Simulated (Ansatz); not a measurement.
# CH7GeNS: small, medium and large basis sets

The task here is to estimate one member of a computed series from the others.

The runs use Ansatz 0.2.0, Gaussian basis; one geometry, several basis sets.

Levels to be run: PBE0-D4/def2-SVP; ωB97M-V/def2-SVP; PBE0-D4/def2-QZVPP; ωB97M-V/def2-QZVPP; the functionals' def2-TZVPP values are taken from earlier runs.

### The relaxed structure

All runs share one geometry, relaxed beforehand with PBE0-D4 in a triple-zeta def2 set.

SMILES `NC[S][GeH3]`, 11 atoms, charge 0, spin multiplicity 1.

Atoms are counted from 1 here; the program's logs count them from 0.

Bond lengths: N1–C2 1.443 Å, N1–H5 1.013 Å, N1–H6 1.013 Å, C2–S3 1.817 Å, C2–H7 1.098 Å, C2–H8 1.092 Å, S3–Ge4 2.224 Å, Ge4–H9 1.536 Å, Ge4–H10 1.539 Å, Ge4–H11 1.534 Å. Angles: C2–N1–H5 111.3°, C2–N1–H6 110.9°, H5–N1–H6 108.6°, N1–C2–S3 111.0°, N1–C2–H7 115.5°, N1–C2–H8 108.6°, S3–C2–H7 104.6°, S3–C2–H8 109.0°, H7–C2–H8 107.9°, C2–S3–Ge4 97.4°, S3–Ge4–H9 108.8°, S3–Ge4–H10 104.6°, S3–Ge4–H11 112.7°, H9–Ge4–H10 110.4°, H9–Ge4–H11 110.8°, H10–Ge4–H11 109.2°.

The first run:

Input file in.yaml:

```yaml
crystal:
  periodic: [false, false, false]
  atoms:
    - {symbol: N, position_ang: [-0.964372, 0.976016, -0.375782]}
    - {symbol: C, position_ang: [0.466712, 1.136979, -0.461406]}
    - {symbol: S, position_ang: [1.304079, 0.250595, 0.885834]}
    - {symbol: Ge, position_ang: [0.242521, -1.690464, 0.654148]}
    - {symbol: H, position_ang: [-1.428545, 1.377449, -1.181498]}
    - {symbol: H, position_ang: [-1.328658, 1.416226, 0.460082]}
    - {symbol: H, position_ang: [0.832022, 2.169248, -0.382002]}
    - {symbol: H, position_ang: [0.805548, 0.733098, -1.418016]}
    - {symbol: H, position_ang: [0.143194, -2.025750, -0.841987]}
    - {symbol: H, position_ang: [1.139310, -2.711832, 1.375414]}
    - {symbol: H, position_ang: [-1.146410, -1.688565, 1.305813]}
basis:
  gaussian: {orbitals: def2-SVP}
hamiltonian: {xc: pbe0, dispersion: d4}
output: {orbitals: {seedname: orbitals}}
```

Among the steps run: PBE0-D4 in def2-SVP; ωB97M-V in def2-SVP; PBE0-D4 in def2-QZVPP; ωB97M-V in def2-QZVPP.

One table of the session follows, with a row left open; its other results are not shown here.

It belongs to the step «Functionals by basis». 

```
functional       basis  HOMO (eV)  LUMO (eV)
   PBE0-D4    def2-SVP      -6.59       0.70
   PBE0-D4  def2-TZVPP          ?          ?
   PBE0-D4  def2-QZVPP      -6.75       0.06
   ωB97M-V    def2-SVP      -8.76       2.66
   ωB97M-V  def2-TZVPP      -8.92       2.09
   ωB97M-V  def2-QZVPP      -8.95       1.58
```

Estimate the missing values for PBE0-D4, def2-TZVPP.

**Answer.** HOMO (eV): -6.72; LUMO (eV): 0.29. In the column «HOMO (eV)» it lies between PBE0-D4, def2-QZVPP (-6.75) and PBE0-D4, def2-SVP (-6.59).
